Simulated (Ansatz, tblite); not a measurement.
# The cluster Al6Cu4: a ladder of methods and basis sets

Aim: run the singlet of the cluster Al6Cu4 at one geometry on many levels, and compare frontier levels, spin and run time.

Method: as each input shows; program: Ansatz 0.2.0, Gaussian basis.

Plan: GFN1-xTB, GFN2-xTB, PBE-D4/def2-TZVP, r2SCAN-D4/def2-TZVP, HF/def2-TZVP, PBE-D4/def2-SVP, PBE0-D4/def2-SVP, HF/STO-3G, MP2/def2-SVP.

1 further run of the same task is left out (set aside as unsound or not needed).

## Step 1: The relaxed structure

The singlet was relaxed beforehand with PBE-D4/def2-SVP. At that level it is the lowest of the isomers that a small search found.

10 atoms, charge 0, spin multiplicity 1.

Bond lengths: Cu1–Cu2 2.547 Å, Cu1–Al6 2.510 Å, Cu1–Al9 2.393 Å, Cu1–Al10 2.354 Å, Cu2–Cu4 2.487 Å, Cu2–Al5 2.513 Å, Cu2–Al9 2.458 Å, Cu2–Al10 2.450 Å, Cu3–Al5 2.477 Å, Cu3–Al6 2.461 Å, Cu3–Al8 2.372 Å, Cu3–Al9 2.458 Å, Cu4–Al5 2.421 Å, Cu4–Al7 2.612 Å, Cu4–Al8 2.587 Å, Cu4–Al10 2.387 Å and more. Angles: Cu2–Cu1–Al6 98.9°, Cu2–Cu1–Al9 59.6°, Cu2–Cu1–Al10 59.8°, Al6–Cu1–Al9 69.6°, Al6–Cu1–Al10 68.5°, Al9–Cu1–Al10 95.9°, Cu1–Cu2–Cu4 111.3°, Cu1–Cu2–Al5 109.5°, Cu1–Cu2–Al9 57.1°, Cu1–Cu2–Al10 56.2°, Cu4–Cu2–Al5 57.9°, Cu4–Cu2–Al9 109.8°, Cu4–Cu2–Al10 57.8°, Al5–Cu2–Al9 63.9°, Al5–Cu2–Al10 93.2°, Al9–Cu2–Al10 91.8°, Al5–Cu3–Al6 103.8°, Al5–Cu3–Al8 69.3° and more.

As a file:

| atom | x (Å) | y (Å) | z (Å) |
| --- | --- | --- | --- |
| Cu1 | 2.2596 | -0.8497 | -0.7960 |
| Cu2 | 1.4976 | 1.4441 | 0.0077 |
| Cu3 | -1.5264 | -0.2411 | -1.8905 |
| Cu4 | -0.3621 | 1.2543 | 1.6478 |
| Al5 | -0.9014 | 1.8074 | -0.6464 |
| Al6 | 0.0141 | -1.9497 | -1.0162 |
| Al7 | -1.0660 | -0.7160 | 3.2112 |
| Al8 | -1.7254 | -0.5881 | 0.4471 |
| Al9 | 0.8069 | 0.4867 | -2.1485 |
| Al10 | 1.0030 | -0.6480 | 1.1838 |

No spin-orbit coupling is included.

PBE0-D4/def2-TZVP was run before; its log isn't repeated, and its numbers join the tables.

## Step 2: GFN1-xTB

Tight binding, by tblite at 300 K electronic temperature and without a spin-polarisation term:

```python
tblite.interface.Calculator('GFN1-xTB', numbers, positions, charge=0, uhf=0).singlepoint()
```

Energy -693.3847 eV, HOMO -6.99 eV, LUMO -6.93 eV; 0.029 s.

## Step 3: GFN2-xTB

Tight binding, by tblite at 300 K electronic temperature and without a spin-polarisation term:

```python
tblite.interface.Calculator('GFN2-xTB', numbers, positions, charge=0, uhf=0).singlepoint()
```

Energy -590.0246 eV, HOMO -6.03 eV, LUMO -5.76 eV; 0.24 s.

## Step 4: PBE-D4/def2-TZVP

start.molden holds the orbitals of an earlier run on this state, given as this run's starting guess.

in.yaml reads:

```yaml
crystal:
  periodic: [false, false, false]
  atoms:
    - {symbol: Cu, position_ang: [2.259608, -0.849663, -0.796048]}
    - {symbol: Cu, position_ang: [1.497631, 1.444081, 0.007707]}
    - {symbol: Cu, position_ang: [-1.526412, -0.241092, -1.890468]}
    - {symbol: Cu, position_ang: [-0.362061, 1.254313, 1.647821]}
    - {symbol: Al, position_ang: [-0.901401, 1.807362, -0.646446]}
    - {symbol: Al, position_ang: [0.014128, -1.949690, -1.016230]}
    - {symbol: Al, position_ang: [-1.065995, -0.715973, 3.211213]}
    - {symbol: Al, position_ang: [-1.725389, -0.588053, 0.447100]}
    - {symbol: Al, position_ang: [0.806931, 0.486745, -2.148471]}
    - {symbol: Al, position_ang: [1.002960, -0.648029, 1.183822]}
basis:
  gaussian: {orbitals: def2-TZVP, initial_orbitals: start.molden}
hamiltonian: {xc: pbe, dispersion: d4}
scf: {omitted_lower_state_checks: [starts]}
output: {forces: true, orbitals: {seedname: orbitals}}
```

Command:

```console
ansatz run in.yaml --threads 4 --pin off --events-out ev --progress --plain --max-ram 9574MiB
```

Further steps of the session: r2SCAN-D4/def2-TZVP; HF/def2-TZVP; PBE-D4/def2-SVP; PBE0-D4/def2-SVP; HF/STO-3G; MP2/def2-SVP.

Before running them: what should the planned runs give, taken together? Wanted: gap in def2-TZVP, named functionals and Hartree-Fock, smallest and largest; correlation energy, MP2/def2-SVP; binding an atom, functionals in def2-TZVP; PBE0 total energy, smallest basis above largest.

As calculated:

```
                                                                  quantity                                  value
gap in def2-TZVP, named functionals and Hartree-Fock, smallest and largest         0.77 eV (PBE-D4), 5.13 eV (HF)
                                          correlation energy, MP2/def2-SVP                              -51.55 eV
                                 binding an atom, functionals in def2-TZVP  2.29 (PBE0-D4) to 2.52 eV (r2SCAN-D4)
                           PBE0 total energy, smallest basis above largest         39.69 eV (def2-SVP, def2-TZVP)
```

**Reading.** Over the named functionals and Hartree-Fock in def2-TZVP the gap runs from 0.77 eV (PBE-D4) to 5.13 eV (HF); exact exchange widens it.
